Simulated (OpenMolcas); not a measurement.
# Nb⁴⁺ among point charges: CASSCF and CASPT2 levels and susceptibility

How does a field of 3 point charges split the states of Nb⁴⁺, and what χT follows?

Program: OpenMolcas 26.06. Level of theory: state-averaged CASSCF and CASPT2, spin-orbit coupling by RASSI with atomic mean-field integrals. These are calculated values, not measurements, unless marked.

## (1) Starting point

| Item | Value |
| --- | --- |
| Species | Nb⁴⁺ (niobium, Z = 41, 37 electrons) |
| Basis | ANO-RCC-VTZP [7s6p4d2f1g], 68 functions |
| Scalar Hamiltonian | DKH2, point nucleus |
| Inactive shells | 1s 2s 2p 3s 3p 3d 4s 4p |
| Active space | 1 electron in 5 orbitals (4d) |
| Some configurations of this space | 4d |
| Orbitals | optimised for each spin and parity, averaged over all roots |

The outer shells:

4d
```
4d [↑ ][  ][  ][  ][  ]
```

The ion sits among 3 point charges of -1 e arranged as a planar triangle (D3h), 2.27 Å from the ion.

Each step is its own input file, run in one work folder so that later steps find the files of earlier ones. Labels, J, g values, rates, χT and fits are worked out afterwards by a script from the matrices that RASSI stores.

## (2) GATEWAY and SEWARD: basis and integrals

a.inp reads:

```
&GATEWAY
Coord
1

Nb 0.0 0.0 0.0
Basis=ANO-RCC-VTZP
Group=NoSym
NoMove
AngMom=0.0 0.0 0.0
AMFI
XField
3 Angstrom 0
2.270000 0.000000 0.000000 -1.000000
-1.135000 1.965878 0.000000 -1.000000
-1.135000 -1.965878 0.000000 -1.000000
&SEWARD
```

Run with:

```console
$ OMP_NUM_THREADS=1 MOLCAS_MEM=1689 MOLCAS_PROJECT=a pymolcas a.inp > a.log
```

## (3) CASSCF: doublets, 5 roots

a.inp reads:

```
&RASSCF
FileOrb=start.orb
Symmetry=1
Spin=2
nActEl=1 0 0
Inactive=18
Ras2=5
CIRoot=5 5 1
SDav=5
CIMx=300
Iter=120 100
PrWF=0.3
OrbListing=Nothing
MaxOrb=0
>>> COPY $Project.JobIph JOB001
```

start.orb holds the contracted functions of the basis, ordered by shell, or the orbitals of the step before.

## (4) State interaction with spin-orbit coupling

a.inp reads:

```
&RASSI
NrOfJobIphs=1 5
1 2 3 4 5
IphNames
JOB001
EJob
SpinOrbit
DIPRint=1.0
SOCoupling=1000.0
Subsets=2
Property=9
'ANGMOM' 1 'ANGMOM' 2 'ANGMOM' 3 'MLTPL  1' 1 'MLTPL  1' 2 'MLTPL  1' 3
'AMFI' 1 'AMFI' 2 'AMFI' 3
SOProperty=3
'ANGMOM' 1 'ANGMOM' 2 'ANGMOM' 3
```

## (5) CASPT2: IPEA 0.25, imaginary shift 0.1 (closed shells correlated: 4s 4p)

a.inp reads:

```
>>> COPY JOB001 $Project.JobIph
&CASPT2
Multistate=5 1 2 3 4 5
NoMult
Frozen=14
IPEA=0.25
Imaginary=0.1
MaxIter=60
WThr=0.0 0.3 0.05
PrWF=0.5
NoMix
```

(Steps that only read results are left out.)

Before running it: what results should come out? Wanted: spin-free ground state; first state of the same spin within the active space; lowest level; next level.

The runs gave:

| quantity | value |
| --- | --- |
| method | SS-CASPT2, IPEA 0.25, imaginary shift 0.1 (closed shells correlated: 4s 4p) |
| spin-free ground state | 2A1, 1-fold in its orbital part |
| first state of the same spin within the active space | 2E at 961 cm⁻¹ |
| lowest level | 2-fold E1/2, g = 0.99, 0.99, 1.32 |
| next level | 1836.0 cm⁻¹ |
| χT at 300 K | 0.18 cm³ K/mol |
| effective moment at 300 K | 1.21 μB |

Cost by method:

```tsv
method	time of its own steps	time with the reference
A. CASSCF	2 s	2 s
B. SS-CASPT2, IPEA 0.25, imaginary shift 0.1, +4s 4p	1.2 s	3.2 s
```

Times are of one thread on a shared host.

The spin-free ground state (2A1) comes to 100 % from free-ion D terms and keeps the highest spin of the shell. χT at 300 K is 0.18, against 0.38 cm³ K/mol for the spin alone, so orbital moment lowers it. CASPT2 does not keep the components of a term degenerate, and the means are used. The field of point charges can differ much from that of real complexes. This is an electrostatic model: the charges have no orbitals.
